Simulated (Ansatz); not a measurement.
# CH₅FGaNSi: one species, many methods, part 2 of 2

Ansatz 0.2.0, Gaussian basis; functionals in def2-TZVPP, the program's frozen cores in correlated methods. The steps go on from the part before.

### Step 7. ωB97M-V (range-separated)

The input, in.yaml:

```yaml
crystal:
  periodic: [false, false, false]
  atoms:
    - {symbol: N, position_ang: [-0.586849, 1.375490, -2.060436]}
    - {symbol: C, position_ang: [-0.281150, 0.144288, -2.020665]}
    - {symbol: Ga, position_ang: [0.166397, -0.835883, -0.347392]}
    - {symbol: F, position_ang: [0.552608, -2.542088, -0.583702]}
    - {symbol: Si, position_ang: [0.254685, -0.028956, 1.923295]}
    - {symbol: H, position_ang: [-0.577732, 1.807375, -1.132781]}
    - {symbol: H, position_ang: [-0.271701, -0.380393, -2.983014]}
    - {symbol: H, position_ang: [-0.124628, 1.407841, 1.991613]}
    - {symbol: H, position_ang: [1.635957, -0.184785, 2.449897]}
    - {symbol: H, position_ang: [-0.684488, -0.813889, 2.766286]}
basis:
  gaussian: {orbitals: def2-TZVPP}
hamiltonian: {xc: {name: wB97M-V}}
output: {forces: true, orbitals: {seedname: orbitals}}
```

Started as:

```sh
ansatz run in.yaml --threads 4 --pin off --events-out ev --progress --plain --max-ram 10444MiB
```

The log of the run:

```text
Functional definition: wB97M-V
  name "wB97M-V"
  cite "Mardirossian & Head-Gordon, J. Chem. Phys. 144, 214110 (2016) doi:10.1063/1.4952647"
  cite "Becke, J. Chem. Phys. 107, 8554 (1997) doi:10.1063/1.475007"
  cite "Vydrov & Van Voorhis, J. Chem. Phys. 133, 244103 (2010) doi:10.1063/1.3521275"
  # Of w^i u^j: cxij and so on, Table III.
  parameter omega = 0.3/bohr
  parameter cx = 0.15
  parameter cx01 = 1.007
  parameter cx10 = 0.259
  parameter css00 = 0.443
  parameter css04 = -1.437
  parameter css10 = -4.535
  parameter css20 = -3.390
  parameter css43 = 4.278
  parameter cos00 = 1.000
  parameter cos10 = 1.358
  parameter cos20 = 2.924
  parameter cos21 = -8.812
  parameter cos60 = -1.390
  parameter cos61 = 9.142
  parameter b = 6.0
  parameter c = 0.01
  gx(w, u) = 1 - cx + cx01*u + cx10*w
  gss(w, u) = css00 + css04*u^4 + css10*w + css20*w^2 + css43*w^4*u^3
  gos(w, u) = cos00 + cos10*w + (cos20 + cos21*u)*w^2 + (cos60 + cos61*u)*w^6
  exchange = spin_sum(e_x_unif_sr(omega)*gx(b97_w, b97_u_x)) + cx*exact_x_sr(omega) + exact_x_lr(omega)
  correlation = spin_sum(e_c_pw_mod_same_spin*gss(b97_w, b97_u_same))
      + integral(e_c_pw_mod_opposite_spin*gos(b97_w_opposite, b97_u_opposite)) + vv10(b, c)
1480 factors; their error is unknown
332 factors; integrals over basis functions are off by at most 1.1e-5 eV
mean field evaluation 1: about -65572.3453 eV, gradient 5.8e1 eV
mean field evaluation 2: about -65570.5505 eV, gradient 7.3e1 eV
mean field evaluation 4: about -65578.3688 eV, gradient 2.5e0 eV
mean field evaluation 8: about -65578.3896 eV, gradient 7.1e-2 eV
mean field evaluation 16: about -65578.5025 eV, gradient 1.1e-4 eV
mean field -65578.50246741 eV, -2409.9655149719 hartree, gradient 5.0e-5 eV, S^2 0.000000; 0 other end points of the search recorded, 0 dependent functions left out
the calculation of the forces begins
reference -65578.50252323 eV, -2409.9655170232 hartree; 36, 36 occupied and 217, 217 virtual orbitals, 1480 factors
Total energy: -65578.50252323 eV, -2409.9655170232 hartree
Atom 0 at    -0.586849     1.375490    -2.060436 Å, force    -0.027524     0.123691     0.028029 eV/Å
Atom 1 at    -0.281150     0.144288    -2.020665 Å, force     0.055467    -0.225388    -0.018703 eV/Å
Atom 2 at     0.166397    -0.835883    -0.347392 Å, force    -0.033051     0.177035     0.093319 eV/Å
Atom 3 at     0.552608    -2.542088    -0.583702 Å, force     0.009848    -0.048667    -0.020671 eV/Å
Atom 4 at     0.254685    -0.028956     1.923295 Å, force     0.007647     0.013526     0.069544 eV/Å
Atom 5 at    -0.577732     1.807375    -1.132781 Å, force     0.008232    -0.053677    -0.037691 eV/Å
Atom 6 at    -0.271701    -0.380393    -2.983014 Å, force    -0.009501     0.074337     0.079294 eV/Å
Atom 7 at    -0.124628     1.407841     1.991613 Å, force     0.044482    -0.171715    -0.014079 eV/Å
Atom 8 at     1.635957    -0.184785     2.449897 Å, force    -0.169392     0.016891    -0.070114 eV/Å
Atom 9 at    -0.684488    -0.813889     2.766286 Å, force     0.113793     0.093968    -0.108928 eV/Å
Dipole moment:    -0.004256     0.205312     0.369958 e Å
```

Wall time 12 s (4 threads of Arm Neoverse V2, shared host); peak memory 0.99 GiB.

With the free atoms at this level, -65544.388 eV in sum, the atomisation energy is 3291.6 kJ/mol. HOMO -9.23 eV, LUMO -0.53 eV.

### Step 8. B2PLYP (double hybrid)

in.yaml: that of step 7 with these lines changed.

```diff
@@ -15,3 +15,2 @@
   gaussian: {orbitals: def2-TZVPP}
-hamiltonian: {xc: {name: wB97M-V}}
-output: {forces: true, orbitals: {seedname: orbitals}}
+hamiltonian: {xc: {name: B2PLYP}}
```

Same command.

The log of the run:

```text
Functional definition: B2PLYP
  name "B2PLYP"
  cite "Grimme, J. Chem. Phys. 124, 034108 (2006) doi:10.1063/1.2148954"
  cite "Becke, Phys. Rev. A 38, 3098 (1988) doi:10.1103/PhysRevA.38.3098"
  cite "Lee, Yang & Parr, Phys. Rev. B 37, 785 (1988) doi:10.1103/PhysRevB.37.785"
  parameter a = 0.53
  parameter c = 0.27
  exchange = (1 - a)*b88_x + a*exact_x
  correlation = (1 - c)*lyp_c + c*(mp2_os + mp2_ss)
1543 factors; integrals over basis functions are off by at most 8.9e-4 eV
mean field evaluation 1: about -65552.5376 eV, gradient 5.6e1 eV
mean field evaluation 2: about -65552.6479 eV, gradient 5.6e1 eV
mean field evaluation 4: about -65558.3014 eV, gradient 6.2e0 eV
mean field evaluation 8: about -65558.3915 eV, gradient 4.7e-1 eV
mean field evaluation 16: about -65558.3921 eV, gradient 4.9e-4 eV
mean field -65558.39213250 eV, -2409.2264737952 hartree, gradient 3.0e-6 eV, S^2 0.000000; 0 other end points of the search recorded, 0 dependent functions left out
17 core orbitals not correlated: weight in the atoms' cores, before any rotation towards them, 1.000 or more for the frozen orbitals, at most 0.000 for the correlated occupied ones
reference -65558.39231643 eV, -2409.2264805546 hartree; 19, 19 occupied and 217, 217 virtual orbitals, 1543 factors
second order -31.93036152 eV of doubles, -0.00000000 eV of singles
Total energy: -65567.01351404 eV, -2409.5433037232 hartree
```

It took 6 s on 4 threads of Arm Neoverse V2, shared host; peak memory 0.67 GiB.

Atomisation energy: 3254.9 kJ/mol (free atoms -65533.279 eV, run apart).

### Step 9. Frontier levels by functional

Dipoles come from the runs that computed forces. Levels, from each run's orbital file:

| functional | HOMO (eV) | LUMO (eV) | gap (eV) | dipole (D) |
| --- | --- | --- | --- | --- |
| PBE-D4 | -5.79 | -3.23 | 2.56 | 1.82 |
| r2SCAN-D4 | -6.03 | -3.11 | 2.92 | 1.92 |
| PBE0-D4 | -7.07 | -2.39 | 4.67 |  |
| B3LYP-D4 | -6.87 | -2.63 | 4.24 | 1.99 |
| ωB97X-V | -9.35 | -0.37 | 8.99 |  |
| ωB97M-V | -9.23 | -0.53 | 8.70 | 2.03 |

### Step 10. CCSD(T) in def2-TZVPP

in.yaml: that of step 8 with these lines changed.

```diff
@@ -15,2 +15,2 @@
   gaussian: {orbitals: def2-TZVPP}
-hamiltonian: {xc: {name: B2PLYP}}
+correlation: {method: ccsd_t}
```

Same command.

The log of the run:

```text
Functional definition: HF
  name "HF"
  cite "Fock, Z. Phys. 61, 126 (1930) doi:10.1007/BF01340294"
  parent pbe
  exchange = exact_x
  correlation = 0
1543 factors; integrals over basis functions are off by at most 8.9e-4 eV
mean field evaluation 1: about -65491.9442 eV, gradient 4.4e1 eV
mean field evaluation 2: about -65492.1295 eV, gradient 4.4e1 eV
mean field evaluation 4: about -65496.4901 eV, gradient 4.2e0 eV
mean field evaluation 8: about -65496.5889 eV, gradient 4.9e-1 eV
mean field evaluation 16: about -65496.5904 eV, gradient 2.9e-6 eV
mean field evaluation 32: about -65479.4089 eV, gradient 5.4e1 eV
mean field -65496.59039722 eV, -2406.9553019145 hartree, gradient 2.9e-6 eV, S^2 0.000000; 1 other end points of the search recorded, 0 dependent functions left out; unrestricted orbitals would lower it
17 core orbitals not correlated: weight in the atoms' cores, before any rotation towards them, 1.000 or more for the frozen orbitals, at most 0.000 for the correlated occupied ones
reference -65496.59039722 eV, -2406.9553019145 hartree; 19, 19 occupied and 217, 217 virtual orbitals, 1543 factors
second order -26.08615830 eV of doubles, -0.00000000 eV of singles
cycle   1  -25.94071160 eV  change    1.5e-1 eV  update   1.3e-1
cycle   2  -26.74203911 eV  change   -8.0e-1 eV  update   4.3e-2
cycle   3  -26.92396240 eV  change   -1.8e-1 eV  update   2.3e-2
cycle   4  -26.90940430 eV  change    1.5e-2 eV  update   6.4e-3
cycle   5  -26.90540307 eV  change    4.0e-3 eV  update   3.1e-3
cycle   6  -26.90742980 eV  change   -2.0e-3 eV  update   9.7e-4
cycle   7  -26.90732511 eV  change    1.0e-4 eV  update   4.2e-4
cycle   8  -26.90709383 eV  change    2.3e-4 eV  update   1.5e-4
cycle   9  -26.90711677 eV  change   -2.3e-5 eV  update   6.3e-5
cycle  10  -26.90715845 eV  change   -4.2e-5 eV  update   2.2e-5
perturbative correction -1.08611862 eV, -0.0399141231 hartree
Total energy: -65524.58367429 eV, -2407.9840358723 hartree
```

Wall time 3.4 min (4 threads of Arm Neoverse V2, shared host); peak memory 5.5 GiB.

### Step 11. MP2 in def2-QZVPP

in.yaml: that of step 10 with these lines changed.

```diff
@@ -14,3 +14,3 @@
 basis:
-  gaussian: {orbitals: def2-TZVPP}
-correlation: {method: ccsd_t}
+  gaussian: {orbitals: "def2-QZVPP.json"}
+correlation: {method: mp2}
```

The command is unchanged.

The log of the run:

```text
Functional definition: HF
  name "HF"
  cite "Fock, Z. Phys. 61, 126 (1930) doi:10.1007/BF01340294"
  parent pbe
  exchange = exact_x
  correlation = 0
2942 factors; integrals over basis functions are off by at most 8.0e-4 eV
mean field evaluation 1: about -65493.4667 eV, gradient 4.5e1 eV
mean field evaluation 2: about -65493.5718 eV, gradient 4.5e1 eV
mean field evaluation 4: about -65498.0741 eV, gradient 4.4e0 eV
mean field evaluation 8: about -65498.1717 eV, gradient 5.8e-1 eV
mean field evaluation 16: about -65498.1736 eV, gradient 2.0e-6 eV
mean field -65498.17355026 eV, -2407.0134817153 hartree, gradient 2.0e-6 eV, S^2 0.000000; 1 other end points of the search recorded, 0 dependent functions left out; unrestricted orbitals would lower it
17 core orbitals not correlated: weight in the atoms' cores, before any rotation towards them, 1.000 or more for the frozen orbitals, at most 0.000 for the correlated occupied ones
reference -65498.17355026 eV, -2407.0134817153 hartree; 19, 19 occupied and 444, 444 virtual orbitals, 2942 factors
second order -34.38346458 eV of doubles, -0.00000000 eV of singles
Total energy: -65532.55701483 eV, -2408.2770507325 hartree
```

It took 28 s on 4 threads of Arm Neoverse V2, shared host; peak memory 2.9 GiB.

The pieces so far (eV):

| basis | HF | MP2 correlation | CCSD correlation | (T) | total |
| --- | --- | --- | --- | --- | --- |
| def2-TZVPP | -65496.5904 | -26.0862 | -26.9072 | -1.0861 | -65524.5837 |
| def2-QZVPP | -65498.1736 | -34.3835 |  |  | -65532.5570 (MP2) |

The report of the def2-TZVPP run gives T1 = 0.0146.

### Step 12. The basis-set limit

This step is arithmetic on the last runs, with X = 3 and 4: exp(−7.88√X) for Hartree-Fock, X^−2.97 for correlation; only MP2 was run in the larger set, so CCSD(T) minus MP2 is added from the smaller one.

| level | energy at the limit (eV) |
| --- | --- |
| HF | -65498.3916 |
| MP2 | -65538.9212 |
| CCSD | -65539.7422 |
| CCSD(T) | -65540.8283 |

This is no true limit for total energies: MP2 correlation changes by a factor of 1.32 from triple to quadruple zeta (about 1.07 in light molecules), because outer-core shells are correlated in sets not made for them. Much of that cancels between molecule and atoms or ions.

### Step 13. Atomisation energies

Free atoms (1 N, 1 C, 1 Ga, 1 F, 1 Si, 5 H) were run apart at each level; the atomisation energy is their sum less the molecule, without zero-point or spin-orbit terms.

Differences are taken before rounding.

| method | rung | atomisation energy (kJ/mol) | from CCSD(T)/CBS (kJ/mol) | time |
| --- | --- | --- | --- | --- |
| PBE-D4 | GGA | 3355.8 | +56.5 | 2.5 s |
| r2SCAN-D4 | meta-GGA | 3294.6 | -4.7 | 5 s |
| PBE0-D4 | hybrid | 3275.5 | -23.8 | 3.4 s |
| B3LYP-D4 | hybrid | 3287.2 | -12.2 | 5.5 s |
| ωB97X-V | range-separated | 3316.2 | +16.8 | 8 s |
| ωB97M-V | range-separated | 3291.6 | -7.8 | 12 s |
| B2PLYP | double hybrid | 3254.9 | -44.4 | 6 s |
| HF/def2-TZVPP | wavefunction | 2297.0 | -1002.3 |  |
| MP2/def2-TZVPP | wavefunction | 3260.0 | -39.3 |  |
| CCSD/def2-TZVPP | wavefunction | 3153.5 | -145.8 |  |
| CCSD(T)/def2-TZVPP | wavefunction | 3212.0 | -87.3 | 3.4 min |
| MP2/CBS | wavefunction | 3347.3 | +48.0 |  |
| CCSD(T)/CBS | wavefunction | 3299.3 | 0 | 3.9 min |

Among the levels timed on like hardware and quicker than the yardstick, those that no quicker one beats, quickest first: PBE-D4 (2.5 s, +56.5 kJ/mol); PBE0-D4 (3.4 s, -23.8 kJ/mol); r2SCAN-D4 (5 s, -4.7 kJ/mol).

B2PLYP carry no dispersion term (for B3LYP, D4 adds 33.3 kJ/mol).

Times are those of the molecule's run; HF, MP2 and CCSD come out of the CCSD(T) runs, and the limit's time is the sum of the runs that it needs.

### Step 14. What came out

This closing draws on all 2 parts.

```
                               quantity                                           value
        atomisation energy, CCSD(T)/CBS                                   3299.3 kJ/mol
 functionals within 33.0 kJ/mol (1.0 %)  r2SCAN-D4, PBE0-D4, B3LYP-D4, ωB97X-V, ωB97M-V
                               farthest                           PBE-D4 (+56.5 kJ/mol)
             mean size of error, hybrid                                     18.0 kJ/mol
    mean size of error, range-separated                                     12.3 kJ/mol
              gap, smallest and largest             2.56 eV (PBE-D4), 8.99 eV (ωB97X-V)
                          T1 diagnostic                                          0.0146
triples share of the correlation energy                                           3.9 %
```

PBE-D4 misses by +56.5 kJ/mol. Double hybrids carry the basis error of their MP2 part in triple zeta, and no dispersion term here, so their miss is partly the set-up's. The reference freezes the cores and leaves out relativity and excitations past (T), and its outer-core shells are covered unevenly, so misses under about 33.0 kJ/mol can't be ranked. Hartree-Fock recovers 70 % of the binding; the rest is correlation. Orbital gaps span 2.6 to 9.0 eV; exact exchange widens them. The restricted reference is unstable towards a spin-broken one. Correlated methods include outer-core shells of Ga, which these sets cover unevenly.

r2SCAN-D4 reaches 4.7 kJ/mol from the reference in 5 s, where CCSD(T)/CBS took 3.9 min; the quickest level in the cost chart, PBE-D4, takes 2.5 s and misses by 56.5 kJ/mol.
